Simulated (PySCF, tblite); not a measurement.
# C₃H₁₀BrFSi₂: geometry, infrared bands and NMR shifts

What infrared bands and NMR shifts should C₃H₁₀BrFSi₂ (`C[Si@@H](F)C[C@@H]([SiH3])Br`) show?

The runs use tblite 0.8.0 and PySCF 2.14.0, with density-fitted response routines of our own; the level of theory stands in each step. All values are computed, except where a source is named. Atoms are numbered from 0 throughout.

## Step 1: The starting structure

17 atoms, charge 0, multiplicity 1; geometry from: force field or distance geometry start.

Bonds of the start (Å): C0–Si1 1.88, Si1–F2 1.67, Si1–C3 1.86, C3–C4 1.51, C4–Si5 1.87, C4–Br6 1.95, C0–H7 1.11, C0–H8 1.11, C0–H9 1.11, Si1–H10 1.46, C3–H11 1.11, C3–H12 1.12, C4–H13 1.09, Si5–H14 1.45, Si5–H15 1.46, Si5–H16 1.47.

## Step 2: Geometry optimisation with GFN2-xTB

Job settings and geometry (Å):

```
{"job": {"kind": "relax", "xc": "GFN2-xTB", "basis": "xTB"}, "charge": 0, "multiplicity": 1}
C     -2.796400    -0.208700     0.410300
Si    -1.390800     0.982400     0.039400
F     -1.199900     2.048500     1.313600
C      0.188000     0.050700    -0.298000
C      1.173400     0.083400     0.843700
Si     2.650200    -0.907800     0.272600
Br     1.852100     1.882400     1.172300
H     -2.432500    -1.260700     0.384200
H     -3.152700     0.004900     1.441500
H     -3.603600    -0.055400    -0.341000
H     -1.792500     1.735000    -1.142400
H      0.680800     0.472400    -1.200800
H     -0.101300    -0.997700    -0.548900
H      0.823400    -0.325100     1.789300
H      2.219500    -1.889000    -0.702200
H      3.665700     0.011200    -0.231300
H      3.209600    -1.614400     1.437200
```

Run with:

```console
$ OMP_NUM_THREADS=1 python probes_run.py task.json out
```

One launch serves the whole session: the jobs run in the order shown.

Log:

```text
step      E/eV     max force
  0    -648.43178    1.672
  1    -648.57473    0.991
  2    -648.66589    0.827
  3    -648.70193    0.578
  4    -648.74502    0.388
  5    -648.76132    0.352
  6    -648.78149    0.250
  7    -648.79168    0.241
  8    -648.80240    0.239
  9    -648.81191    0.226
 10    -648.82029    0.198
 11    -648.82495    0.144
 12    -648.82736    0.113
 13    -648.82918    0.115
 14    -648.83113    0.100
 15    -648.83329    0.133
 16    -648.83554    0.156
 17    -648.83758    0.139
 18    -648.83932    0.129
 19    -648.84091    0.120
 20    -648.84251    0.093
 21    -648.84426    0.102
 22    -648.84606    0.125
 23    -648.84786    0.145
 24    -648.84977    0.119
 25    -648.85187    0.125
 26    -648.85412    0.136
 27    -648.85656    0.164
 28    -648.85910    0.169
 29    -648.86170    0.156
 30    -648.86443    0.128
 31    -648.86722    0.167
 32    -648.87005    0.173
 33    -648.87303    0.163
 34    -648.87571    0.167
 35    -648.87772    0.103
 36    -648.87954    0.123
 37    -648.88167    0.120
 38    -648.88399    0.159
 39    -648.88594    0.127
 40    -648.88730    0.083
 41    -648.88860    0.086
 42    -648.88995    0.151
 43    -648.89163    0.156
 44    -648.89320    0.088
 45    -648.89506    0.089
 46    -648.89633    0.120
 47    -648.89970    0.197
 48    -648.90243    0.182
 49    -648.90436    0.100
 50    -648.90563    0.087
 51    -648.90708    0.111
 52    -648.90887    0.130
 53    -648.91094    0.134
 54    -648.91282    0.121
 55    -648.91480    0.110
 56    -648.91709    0.152
 57    -648.92098    0.166
 58    -648.92428    0.113
 59    -648.92630    0.082
 60    -648.92736    0.070
 61    -648.92836    0.070
 62    -648.92937    0.059
 63    -648.93082    0.100
 64    -648.93173    0.106
 65    -648.93320    0.095
 66    -648.93423    0.090
 67    -648.93503    0.075
 68    -648.93571    0.065
 69    -648.93649    0.069
 70    -648.93720    0.054
 71    -648.93773    0.062
 72    -648.93821    0.059
 73    -648.93889    0.073
 74    -648.93991    0.093
 75    -648.94095    0.059
 76    -648.94155    0.043
 77    -648.94172    0.064
 78    -648.94207    0.047
 79    -648.94244    0.045
 80    -648.94371    0.061
 81    -648.94478    0.063
 82    -648.94566    0.071
 83    -648.94604    0.061
 84    -648.94695    0.055
 85    -648.94769    0.068
 86    -648.94966    0.127
 87    -648.95250    0.189
 88    -648.95245    0.318
 89    -648.95882    0.143
 90    -648.96168    0.115
 91    -648.96521    0.301
 92    -648.96768    0.135
 93    -648.96958    0.084
 94    -648.97197    0.149
 95    -648.97351    0.102
 96    -648.97560    0.117
 97    -648.97758    0.130
 98    -648.98221    0.130
 99    -648.98631    0.220
100    -648.98314    0.356
101    -648.99169    0.192
102    -648.99405    0.125
103    -648.99883    0.118
104    -649.00376    0.194
105    -649.00804    0.154
106    -649.01412    0.110
107    -649.01622    0.098
108    -649.01727    0.097
109    -649.01837    0.103
110    -649.01986    0.083
111    -649.02216    0.079
112    -649.02465    0.095
113    -649.02664    0.125
114    -649.02841    0.134
115    -649.03027    0.124
116    -649.03225    0.095
117    -649.03357    0.101
118    -649.03449    0.062
119    -649.03540    0.068
120    -649.03674    0.084
121    -649.03864    0.104
122    -649.04110    0.116
123    -649.04354    0.155
124    -649.04614    0.143
125    -649.04865    0.076
126    -649.05039    0.083
127    -649.05122    0.071
128    -649.05241    0.079
129    -649.05319    0.066
130    -649.05397    0.074
131    -649.05471    0.066
132    -649.05533    0.065
133    -649.05601    0.061
134    -649.05682    0.069
135    -649.05777    0.067
136    -649.05875    0.073
137    -649.05977    0.081
138    -649.06109    0.130
139    -649.06297    0.163
140    -649.06546    0.145
141    -649.06749    0.101
142    -649.06884    0.082
143    -649.06960    0.071
144    -649.07037    0.056
145    -649.07116    0.056
146    -649.07205    0.053
147    -649.07300    0.076
148    -649.07395    0.088
149    -649.07467    0.056
150    -649.07504    0.036
151    -649.07519    0.032
152    -649.07529    0.025
153    -649.07538    0.020
154    -649.07551    0.031
155    -649.07567    0.030
156    -649.07583    0.029
157    -649.07597    0.024
158    -649.07607    0.023
159    -649.07615    0.022
160    -649.07623    0.022
161    -649.07629    0.017
162    -649.07634    0.017
163    -649.07639    0.021
164    -649.07645    0.025
165    -649.07654    0.023
166    -649.07662    0.019
167    -649.07670    0.021
168    -649.07679    0.019
169    -649.07690    0.022
170    -649.07702    0.022
171    -649.07714    0.026
172    -649.07728    0.029
173    -649.07745    0.031
174    -649.07765    0.029
175    -649.07784    0.040
176    -649.07802    0.029
177    -649.07820    0.033
178    -649.07842    0.042
179    -649.07867    0.042
180    -649.07897    0.046
181    -649.07924    0.042
182    -649.07940    0.077
183    -649.07972    0.039
184    -649.07996    0.026
185    -649.08025    0.041
186    -649.08060    0.049
187    -649.08096    0.040
188    -649.08122    0.034
189    -649.08132    0.044
190    -649.08146    0.037
191    -649.08157    0.025
192    -649.08168    0.017
193    -649.08170    0.018
194    -649.08172    0.012
195    -649.08175    0.009
```

Run time: 3 s. Hardware: 1 thread of Arm Neoverse N1, shared host.

Step by step: (not every step is listed)

```tsv
step	energy from step 0 (eV)	largest force (eV/Å)
0	0.0000	1.6718
1	-0.1430	0.9909
2	-0.2341	0.8268
3	-0.2701	0.5785
4	-0.3132	0.3885
5	-0.3295	0.3519
6	-0.3497	0.2503
7	-0.3599	0.2406
8	-0.3706	0.2392
26	-0.4223	0.1356
44	-0.4614	0.0882
62	-0.4976	0.0593
80	-0.5119	0.0614
98	-0.5504	0.1302
116	-0.6005	0.0953
134	-0.6250	0.0694
152	-0.6435	0.0255
170	-0.6452	0.0222
188	-0.6494	0.0341
190	-0.6497	0.0374
191	-0.6498	0.0250
192	-0.6499	0.0175
193	-0.6499	0.0176
194	-0.6499	0.0123
195	-0.6500	0.0088
```

Close pairs (by a distance rule), those that changed most:

```tsv
bond	before (Å)	after (Å)	change (Å)
Si1–F2	1.672	1.623	-0.049
C4–Si5	1.868	1.914	+0.046
Si1–C3	1.864	1.908	+0.044
C0–H9	1.113	1.085	-0.028
C0–H7	1.113	1.087	-0.027
C0–H8	1.112	1.085	-0.027
C4–Br6	1.951	1.973	+0.023
C3–H12	1.116	1.095	-0.021
```

The next job starts from the end point, and lists it.

## Step 3: Harmonic vibrations with GFN2-xTB

Job settings and geometry (Å):

```
{"job": {"kind": "ir", "xc": "GFN2-xTB", "basis": "xTB"}, "charge": 0, "multiplicity": 1}
C     -3.020076     0.036708    -0.145835
Si    -1.437426     0.792567     0.556028
F     -1.462694     0.574340     2.164104
C      0.097382    -0.180013    -0.025016
C      1.368758     0.189800     0.719223
Si     2.891257    -0.875172     0.260326
Br     1.877278     2.050789     0.304028
H     -3.096658    -1.021434     0.089231
H     -3.890137     0.529208     0.276171
H     -3.072558     0.142590    -1.224223
H     -1.337740     2.233571     0.390617
H      0.256861    -0.052782    -1.097349
H     -0.070074    -1.249826     0.135953
H      1.185740     0.199611     1.794178
H      2.555222    -2.269163     0.558020
H      3.126117    -0.684400    -1.169648
H      4.021750    -0.404364     1.053745
```

Log:

```text
mode    cm-1     km/mol
  1      25.9      1.54
  2      69.1      2.92
  3      84.0      0.09
  4     105.4      0.11
  5     124.3      0.04
  6     145.6      0.17
  7     170.4      3.92
  8     198.6     11.79
  9     223.7     14.03
 10     279.2      8.20
 11     318.0      5.48
 12     471.6      2.56
 13     547.8     44.13
 14     591.6     85.37
 15     626.1     75.94
 16     650.8    126.65
 17     703.6     50.77
 18     748.5     16.35
 19     758.7    115.65
 20     761.4     76.21
 21     768.7    120.88
 22     783.9    242.09
 23     790.8    242.68
 24     808.2    168.72
 25     841.2    119.39
 26     852.9    217.64
 27    1063.6      3.50
 28    1125.6     19.96
 29    1144.2     36.50
 30    1229.2     14.51
 31    1307.3     17.60
 32    1378.6     18.61
 33    1464.6      3.82
 34    1477.7      1.06
 35    1484.4      1.25
 36    2268.8    307.94
 37    2296.7    207.52
 38    2316.9    237.73
 39    2344.9    220.03
 40    2937.0     29.04
 41    2963.2     12.05
 42    2979.0     23.23
 43    3034.4     18.83
 44    3053.0     23.76
 45    3056.7     12.04
```

It took 1.3 s on 1 thread of Arm Neoverse N1, shared host.

The strongest bands and the atoms that carry them (share of the mass-weighted mode):

```tsv
cm⁻¹	km/mol	atoms
784	242.1	H14 25 %, H15 20 %, H16 16 %
791	242.7	H16 12 %, H15 12 %, C4 10 %
808	168.7	Si1 31 %, C0 21 %, F2 11 %
853	217.6	Si1 23 %, H9 22 %, H8 21 %, C0 11 %
2269	307.9	H14 97 %
2297	207.5	H15 97 %
2317	237.7	H16 96 %
2345	220.0	H10 96 %
```

## Step 4: Shielding tensors: PBE0/pcSseg-1

Same as in step 3 but for these lines:

```diff
@@ -1,2 +1,2 @@
-{"job": {"kind": "ir", "xc": "GFN2-xTB", "basis": "xTB"}, "charge": 0, "multiplicity": 1}
+{"job": {"kind": "nmr", "xc": "PBE0", "basis": "pcSseg-1"}, "charge": 0, "multiplicity": 1}
 C     -3.020076     0.036708    -0.145835
```

Method: GIAO PBE0/pcSseg-1 NMR shielding, non-relativistic, gas phase.

Log:

```text
coarse grid: 65720 points
cycle   1  E = -3372.2072752016  dE = -8.852e-01  |g| = 9.101e-01  |ddm| = 3.693e+00
cycle   2  E = -3372.1651793545  dE =  4.210e-02  |g| = 9.081e-01  |ddm| = 1.166e+00
cycle   3  E = -3372.2809438272  dE = -1.158e-01  |g| = 2.195e-01  |ddm| = 8.280e-01
cycle   4  E = -3372.2871832073  dE = -6.239e-03  |g| = 4.885e-02  |ddm| = 1.647e-01
cycle   5  E = -3372.2875940260  dE = -4.108e-04  |g| = 1.120e-02  |ddm| = 4.233e-02
cycle   6  E = -3372.2876243924  dE = -3.037e-05  |g| = 1.313e-03  |ddm| = 1.175e-02
cycle   7  E = -3372.2876247239  dE = -3.315e-07  |g| = 5.899e-04  |ddm| = 2.237e-03
final grid: 135880 points
cycle   8  E = -3372.2876169128  dE =  9.557e-08  |g| = 9.131e-04  |ddm| = 1.897e-03
cycle   9  E = -3372.2876165578  dE =  3.551e-07  |g| = 1.476e-03  |ddm| = 2.313e-03
cycle  10  E = -3372.2876171385  dE = -5.808e-07  |g| = 8.153e-05  |ddm| = 1.407e-03
cycle  11  E = -3372.2876171399  dE = -1.414e-09  |g| = 1.017e-05  |ddm| = 6.995e-05
cycle  12  E = -3372.2876171400  dE = -2.319e-11  |g| = 2.521e-06  |ddm| = 1.180e-05
converged SCF energy = -3372.2876171400

GIAO shielding tensors (ppm)
atom      isotropic    diamagn.    paramagn.     s11        s22        s33       span
  0 C      188.083     254.365     -66.281    177.227    191.545    195.478     18.251
  1 Si     330.540     878.496    -547.956    286.628    329.975    375.016     88.388
  2 F      385.828     469.964     -84.136    371.568    387.685    398.232     26.664
  3 C      157.134     255.818     -98.685    139.986    154.985    176.430     36.444
  4 C      146.314     249.590    -103.276    107.995    142.367    188.580     80.585
  5 Si     402.247     879.225    -476.978    369.355    374.355    463.031     93.675
  6 Br    2210.816    3124.648    -913.831   1665.258   2026.632   2940.558   1275.300
  7 H       31.285      31.203       0.082     26.743     29.503     37.608     10.865
  8 H       31.112      27.175       3.937     26.538     28.017     38.780     12.242
  9 H       31.838      30.874       0.964     27.287     29.481     38.747     11.460
 10 H       25.971      29.373      -3.402     21.949     26.684     29.279      7.329
 11 H       30.546      33.858      -3.311     26.301     30.892     34.445      8.144
 12 H       30.292      34.632      -4.340     24.181     29.795     36.900     12.719
 13 H       27.739      31.217      -3.478     23.940     25.893     33.383      9.444
 14 H       27.558      28.840      -1.282     23.507     25.407     33.761     10.254
 15 H       27.769      28.930      -1.161     24.531     26.609     32.167      7.636
 16 H       27.470      28.604      -1.134     23.313     25.809     33.289      9.975
```

It took 73 s on 1 thread of Arm Neoverse N1, shared host; peak memory 1 GiB.

The references, computed at this level on geometries of the same kind, shield at (ppm): ¹H TMS 31.72, ¹³C TMS 186.9, ²⁹Si TMS 349.2, ¹⁹F CFCl3 170.9, ⁷⁹Br HBr 2622. Their shielding less the atom's gives the shift. The references are single molecules in the gas phase, so shifts against H2O, NH3, PH3, H3PO4 or CFCl3 are not on the usual liquid scales and can be off by tens of ppm. Atoms listed in one row are averaged.

```tsv
atoms	environment	σ (ppm)	δ (ppm)	δ scaled to CDCl3
C4	sp3 CH bonded to Br and Si	146.3	40.6	22.9
C3	sp3 CH2 bonded to Si	157.1	29.8	27.2
C0	methyl carbon bonded to Si	188.1	-1.2	-3.0
H10	hydrogen on a silicon bonded to 2 C, F	25.97	5.75	–
H14, H15, H16	hydrogen on a silicon bonded to C	27.60	4.12	–
H13	hydrogen on an sp3 CH bonded to Br and Si	27.74	3.98	3.86
H12	hydrogen on an sp3 CH2 bonded to Si	30.29	1.42	1.45
H11	hydrogen on an sp3 CH2 bonded to Si	30.55	1.17	1.21
H7, H8, H9	hydrogen on a methyl carbon bonded to Si	31.41	0.31	0.39
Si1	silicon bonded to 2 C, F, H	330.5	18.6	–
Si5	silicon bonded to C, 3 H	402.2	-53.1	–
F2	fluorine bonded to Si	385.8	-214.9	–
Br6	bromine bonded to C	2211	411	–
```

The scaled column applies a straight-line fit of computed shieldings to shifts measured in CDCl3, with any fitted terms for Cl, Br or S neighbours, and one for carbons that bear F (root-mean-square error 0.16 ppm for H, 1.9 ppm for C).

Charges from the same density, by scheme (e):

```tsv
atoms	Mulliken	IAO	Hirshfeld	ESP fit
C0	-0.66	-0.75	-0.21	-0.76
Si1	1.06	1.22	0.44	0.89
F2	-0.43	-0.55	-0.21	-0.35
C3	-0.50	-0.56	-0.17	-0.42
C4	-0.51	-0.39	-0.08	-0.41
Si5	0.57	0.61	0.30	0.41
Br6	-0.16	-0.08	-0.03	-0.09
```

Mayer bond orders: C0–Si1 0.95, Si1–F2 0.91, Si1–C3 0.87, C3–C4 0.99, C4–Si5 0.83, C4–Br6 0.98.

## Step 5: Outcome

| quantity | value |
| --- | --- |
| strongest single infrared mode (GFN2-xTB) | 2269 cm⁻¹, 308 km/mol |
| zero-point energy (GFN2-xTB) | 73.4 kcal/mol |
| ¹³C shifts against TMS (PBE0/pcSseg-1) | 40.6, 29.8, -1.2 ppm |
| ¹H shifts against TMS (PBE0/pcSseg-1, means over atoms taken as alike) | 5.75, 4.12, 3.98, 1.42, 1.17, 0.31 ppm |
| ²⁹Si shifts against TMS (PBE0/pcSseg-1) | 18.6, -53.1 ppm |
| ¹⁹F shifts against CFCl3 (PBE0/pcSseg-1) | -214.9 ppm |
| ⁷⁹Br shifts against HBr (PBE0/pcSseg-1) | 411 ppm |

What this shows: Over 195 steps the energy fell by 0.650 eV; of the close pairs, Si1–F2 changed most, 1.672 to 1.623 Å. All 45 modes are real, so the xTB geometry is a minimum. The strongest single mode, at 2269 cm⁻¹, moves mainly H14. GFN2-xTB is a fitted tight-binding method: band positions and strengths are rough. Its intensities can rank the bands wrongly. C4 stands next to heavy halogen, whose spin-orbit shielding this run leaves out, so the computed shift lies too far downfield, most of all for carbon beside Br or I. At PBE0/pcSseg-1: The largest span, 1275 ppm, is at Br6, where the paramagnetic term is -914 ppm. Spin-orbit coupling is left out, which matters for shieldings and couplings at and beside the heavy atoms.
